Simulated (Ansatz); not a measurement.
Run this with the Python package of Ansatz (0.2.0) and show what comes out.

The script, `ch4bnse.py`:
```python
from dataclasses import dataclass
import logging
import sys

import ansatz as az

logging.basicConfig(stream=sys.stdout, format="[%(levelname)s] %(message)s")
logger = logging.getLogger("ansatz_job")
logger.setLevel(logging.INFO)


@dataclass
class Settings:
    basis_set: str = "def2-SVP"


cfg = Settings()

molecule = (
    az.Crystal.molecule()
    .atom("C", [-0.3713, 1.5794, -0.1603])
    .atom("N", [-0.6015, 0.4403, 0.3005])
    .atom("B", [0.068, -0.7663, -0.2852])
    .atom("Se", [-0.1543, -2.5722, 0.5263])
    .atom("H", [0.2483, 1.8008, -1.0299])
    .atom("H", [-0.9436, 2.4791, 0.2711])
    .atom("H", [0.8708, -0.659, -1.1811])
    .atom("H", [0.9757, -2.3593, 1.5027])
)

setup = molecule.calculation().basis(gaussian=cfg.basis_set)

methods = ["mp2", "ccsd", "ccsd_t"]
batch = az.Session.batch([setup.correlation(m).input() for m in methods])
reports = sorted(batch.plan().execute().molecular_reports, key=lambda each: each["member"])
logger.info(f"Hartree-Fock reference {reports[0]['reference_energy_ev'] / 27.211386246:.6f} Ha")
best = reports[-1]["free_energy_ev"] - reports[-1]["reference_energy_ev"]
for method, each in zip(methods, reports):
    gained = each["free_energy_ev"] - each["reference_energy_ev"]
    logger.info(f"{method:8s} total {each['free_energy_ev'] / 27.211386246:.6f} Ha  correlation {gained:9.4f} eV  ({100 * gained / best:.1f} % of the last)")
```

Running `python ch4bnse.py` prints:
```text
[INFO] Hartree-Fock reference -2518.769632 Ha
[INFO] mp2      total -2519.373959 Ha  correlation  -16.4446 eV  (91.8 % of the last)
[INFO] ccsd     total -2519.407197 Ha  correlation  -17.3490 eV  (96.8 % of the last)
[INFO] ccsd_t   total -2519.427999 Ha  correlation  -17.9151 eV  (100.0 % of the last)
```

Reading the output:
- Total energies depend on the basis set; only differences at equal settings carry meaning.
- The geometry is a force-field or estimated start, not a minimum of this method, and the basis set is short of its limit. A lower total doesn't mark the better method: functionals have no common bound, and MP2 and coupled cluster aren't variational.
- Inner cores stay frozen; a filled d shell under the valence of the heavier atoms is correlated with it.

(Lines on the test bed's own set-up are left out of the output.)
